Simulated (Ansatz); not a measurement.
# CH8FNO2Si2: one species, many methods

An exercise on one series of results from a longer session: the logs are not shown, and one member is left open.

The runs use Ansatz 0.2.0, Gaussian basis; functionals in def2-TZVPP, the program's frozen cores in correlated methods.

Levels to be run: PBE-D4, r2SCAN-D4, PBE0-D4, B3LYP-D4, ωB97X-V, ωB97M-V, B2PLYP; CCSD(T)/def2-TZVPP; MP2/def2-QZVPP; extrapolation to the limit.

## The relaxed structure

All runs share one geometry, relaxed beforehand with PBE0-D4 in a triple-zeta def2 set.

SMILES `CN([SiH2]F)[SiH](O)O`, 15 atoms, charge 0, spin multiplicity 1.

Atoms are counted from 1 here; the program's logs count them from 0.

Bond lengths: C1–N2 1.463 Å, C1–H8 1.094 Å, C1–H9 1.092 Å, C1–H10 1.094 Å, N2–Si3 1.707 Å, N2–Si5 1.728 Å, Si3–F4 1.611 Å, Si3–H11 1.482 Å, Si3–H12 1.479 Å, Si5–O6 1.639 Å, Si5–O7 1.631 Å, Si5–H13 1.478 Å, O6–H14 0.960 Å, O7–H15 0.959 Å. Angles: N2–C1–H8 110.9°, N2–C1–H9 110.8°, N2–C1–H10 111.7°, H8–C1–H9 107.5°, H8–C1–H10 107.8°, H9–C1–H10 107.9°, C1–N2–Si3 121.3°, C1–N2–Si5 117.7°, Si3–N2–Si5 120.9°, N2–Si3–F4 110.4°, N2–Si3–H11 108.2°, N2–Si3–H12 113.5°, F4–Si3–H11 107.8°, F4–Si3–H12 104.4°, H11–Si3–H12 112.3°, N2–Si5–O6 106.6°, N2–Si5–O7 114.6°, N2–Si5–H13 108.7° and more.

The first run:

The input, in.yaml:

```yaml
crystal:
  periodic: [false, false, false]
  atoms:
    - {symbol: C, position_ang: [-0.654494, 1.683736, -0.272635]}
    - {symbol: N, position_ang: [-0.273187, 0.278957, -0.121323]}
    - {symbol: Si, position_ang: [-1.378812, -0.980734, -0.447294]}
    - {symbol: F, position_ang: [-0.855903, -1.881577, -1.676368]}
    - {symbol: Si, position_ang: [1.361329, -0.066847, 0.320659]}
    - {symbol: O, position_ang: [1.569233, -1.680329, 0.121260]}
    - {symbol: O, position_ang: [1.737880, 0.297934, 1.865014]}
    - {symbol: H, position_ang: [0.117508, 2.241523, -0.811814]}
    - {symbol: H, position_ang: [-1.582962, 1.774689, -0.840387]}
    - {symbol: H, position_ang: [-0.803954, 2.169380, 0.696057]}
    - {symbol: H, position_ang: [-2.669456, -0.373026, -0.847396]}
    - {symbol: H, position_ang: [-1.529994, -1.935945, 0.672235]}
    - {symbol: H, position_ang: [2.260214, 0.781980, -0.488880]}
    - {symbol: H, position_ang: [1.346420, -2.067703, -0.728328]}
    - {symbol: H, position_ang: [1.356159, -0.242027, 2.559201]}
basis:
  gaussian: {orbitals: def2-TZVPP}
hamiltonian: {xc: pbe, dispersion: d4}
output: {forces: true, orbitals: {seedname: orbitals}}
```

Command:

```sh
> ansatz run in.yaml --threads 2 --pin off --events-out ev --progress --plain --max-ram 32768MiB --backend cuda --devices 0, --max-vram 18GiB
```

Steps of the session up to this table: PBE-D4 (GGA); r2SCAN-D4 (meta-GGA); PBE0-D4 (hybrid); B3LYP-D4 (hybrid); ωB97X-V (range-separated); ωB97M-V (range-separated); B2PLYP (double hybrid); CCSD(T) in def2-TZVPP; MP2 in def2-QZVPP.

One of the session's tables, all rows but one given; the rest of the session is left out.

It belongs to the step «Atomisation energies». 

```
            method  atomisation energy (kcal/mol)
            PBE-D4                              ?
         r2SCAN-D4                         1375.0
           PBE0-D4                         1363.5
          B3LYP-D4                         1373.6
           ωB97X-V                         1382.4
           ωB97M-V                         1382.2
            B2PLYP                         1361.2
     HF/def2-TZVPP                          993.1
    MP2/def2-TZVPP                         1370.1
   CCSD/def2-TZVPP                         1322.1
CCSD(T)/def2-TZVPP                         1341.5
           MP2/CBS                         1412.0
       CCSD(T)/CBS                         1383.4
```

**Question.** Estimate the row for PBE-D4.

The run gave: atomisation energy (kcal/mol): 1388.6. In the column «atomisation energy (kcal/mol)» it lies between CCSD(T)/CBS (1383.4) and MP2/CBS (1412.0).
